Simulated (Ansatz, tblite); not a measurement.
**GeEt3(NMeEt) (C9H23GeN): one state, many levels**

One table from this session's results is given with a row withheld; the runs are named, their logs left out.

Computed with Ansatz 0.2.0, Gaussian basis. Level: as each input shows.

The runs, in order: GFN1-xTB, GFN2-xTB, PBE-D4/def2-TZVP, r2SCAN-D4/def2-TZVP, BHLYP-D4/def2-TZVP, r2SCAN0-D4/def2-TZVP, PBE-D4/def2-SVP, PBE0-D4/def2-SVP, HF/STO-3G, HF/6-31G, B3LYP-D4/6-31G, MP2/def2-SVP.

5 further runs of the same task are left out: 3 that didn't finish, 2 set aside as unsound or not needed.

### The structure

The singlet was relaxed beforehand with PBE-D4/def2-SVP.

34 atoms, charge 0, spin multiplicity 1.

Bond lengths: Ge1–C2 1.978 Å, Ge1–C9 1.980 Å, Ge1–C16 1.988 Å, Ge1–N23 1.869 Å, C2–C3 1.532 Å, C2–H4 1.111 Å, C2–H5 1.112 Å, C3–H6 1.110 Å, C3–H7 1.109 Å, C3–H8 1.110 Å, C9–C10 1.533 Å, C9–H11 1.111 Å, C9–H12 1.111 Å, C10–H13 1.110 Å, C10–H14 1.110 Å, C10–H15 1.110 Å, C16–C17 1.532 Å, C16–H18 1.112 Å and more. Angles: C2–Ge1–C9 110.2°, C2–Ge1–C16 110.5°, C2–Ge1–N23 106.9°, C9–Ge1–C16 110.0°, C9–Ge1–N23 107.0°, C16–Ge1–N23 112.2°, Ge1–C2–C3 113.2°, Ge1–C2–H4 108.8°, Ge1–C2–H5 106.8°, C3–C2–H4 111.1°, C3–C2–H5 111.1°, H4–C2–H5 105.5°, C2–C3–H6 112.2°, C2–C3–H7 111.4°, C2–C3–H8 111.5°, H6–C3–H7 107.7°, H6–C3–H8 107.1°, H7–C3–H8 106.6° and more.

PBE0-D4/def2-TZVP was run before; its log isn't repeated, and its numbers join the tables.

Set-up of the first run:

Tight binding, by tblite at 300 K electronic temperature and without a spin-polarisation term:

```python
tblite.interface.Calculator('GFN1-xTB', numbers, positions, charge=0, uhf=0).singlepoint()
```

Tight binding, by tblite at 300 K electronic temperature and without a spin-polarisation term:

```python
tblite.interface.Calculator('GFN2-xTB', numbers, positions, charge=0, uhf=0).singlepoint()
```

start.molden holds the orbitals of an earlier run on this state, given as this run's starting guess.

in.yaml

```yaml
crystal:
  periodic: [false, false, false]
  atoms:
    - {symbol: Ge, position_ang: [0.082382, 0.577735, 0.076595]}
    - {symbol: C, position_ang: [0.049851, 0.685459, 2.051573]}
    - {symbol: C, position_ang: [0.901366, -0.393247, 2.727918]}
    - {symbol: H, position_ang: [-1.005233, 0.635928, 2.395700]}
    - {symbol: H, position_ang: [0.403161, 1.703692, 2.323452]}
    - {symbol: H, position_ang: [0.854182, -0.331117, 3.835644]}
    - {symbol: H, position_ang: [0.574035, -1.411583, 2.433849]}
    - {symbol: H, position_ang: [1.970293, -0.307785, 2.440632]}
    - {symbol: C, position_ang: [1.946382, 0.687576, -0.582235]}
    - {symbol: C, position_ang: [2.700135, 1.911733, -0.050406]}
    - {symbol: H, position_ang: [1.925776, 0.697585, -1.692972]}
    - {symbol: H, position_ang: [2.457424, -0.254188, -0.289962]}
    - {symbol: H, position_ang: [3.738231, 1.963088, -0.441233]}
    - {symbol: H, position_ang: [2.200289, 2.861731, -0.334339]}
    - {symbol: H, position_ang: [2.771253, 1.902714, 1.057478]}
    - {symbol: C, position_ang: [-1.006302, 2.038175, -0.719714]}
    - {symbol: C, position_ang: [-2.490454, 1.972366, -0.345633]}
    - {symbol: H, position_ang: [-0.875315, 1.981986, -1.822168]}
    - {symbol: H, position_ang: [-0.559338, 3.007509, -0.406397]}
    - {symbol: H, position_ang: [-3.075901, 2.798003, -0.803001]}
    - {symbol: H, position_ang: [-2.951735, 1.020029, -0.680089]}
    - {symbol: H, position_ang: [-2.643421, 2.037049, 0.752401]}
    - {symbol: N, position_ang: [-0.563038, -1.114846, -0.384744]}
    - {symbol: C, position_ang: [-1.706528, -1.686049, 0.293590]}
    - {symbol: C, position_ang: [-0.334188, -1.631539, -1.724605]}
    - {symbol: C, position_ang: [0.300918, -3.028056, -1.749892]}
    - {symbol: H, position_ang: [-2.673023, -1.535234, -0.256559]}
    - {symbol: H, position_ang: [-1.597654, -2.785937, 0.446151]}
    - {symbol: H, position_ang: [-1.831519, -1.241150, 1.301217]}
    - {symbol: H, position_ang: [-1.291768, -1.655910, -2.310284]}
    - {symbol: H, position_ang: [0.331375, -0.932232, -2.276324]}
    - {symbol: H, position_ang: [0.445984, -3.382393, -2.791687]}
    - {symbol: H, position_ang: [1.287473, -3.015970, -1.241881]}
    - {symbol: H, position_ang: [-0.335074, -3.775125, -1.232077]}
basis:
  gaussian: {orbitals: def2-TZVP, initial_orbitals: start.molden}
hamiltonian: {xc: pbe, dispersion: d4}
scf: {omitted_lower_state_checks: [starts]}
output: {forces: true, orbitals: {seedname: orbitals}}
```

Started as:

```bash
> ansatz run in.yaml --threads 6 --pin off --events-out ev --progress --plain --max-ram 7833MiB
```

Steps of the session up to this table: PBE-D4/def2-TZVP; r2SCAN-D4/def2-TZVP; BHLYP-D4/def2-TZVP; r2SCAN0-D4/def2-TZVP; PBE-D4/def2-SVP; PBE0-D4/def2-SVP; HF/STO-3G; HF/6-31G; B3LYP-D4/6-31G; MP2/def2-SVP.

One of the session's tables, all rows but one given; the rest of the session is left out.

It belongs to the step «Binding energy». 

| level | binding an atom (eV) |
| --- | --- |
| HF/STO-3G | 3.809 |
| HF/6-31G | 2.869 |
| HF/def2-SVP | 3.026 |
| PBE-D4/def2-SVP | 4.088 |
| PBE-D4/def2-TZVP | 4.054 |
| r2SCAN-D4/def2-TZVP | 3.989 |
| B3LYP-D4/6-31G | 3.955 |
| PBE0-D4/def2-SVP | 4.047 |
| PBE0-D4/def2-TZVP | 4.008 |
| r2SCAN0-D4/def2-TZVP | 3.954 |
| BHLYP-D4/def2-TZVP | ? |
| MP2/def2-SVP | 3.847 |

Estimate the missing values for BHLYP-D4/def2-TZVP.

The run gave: binding an atom (eV): 3.901. In the column «binding an atom (eV)» it lies between MP2/def2-SVP (3.847) and r2SCAN0-D4/def2-TZVP (3.954).

Limits of these values: Free atoms were run apart at each level; binding is atoms less cluster, divided by the number of atoms, without zero-point or spin-orbit terms.
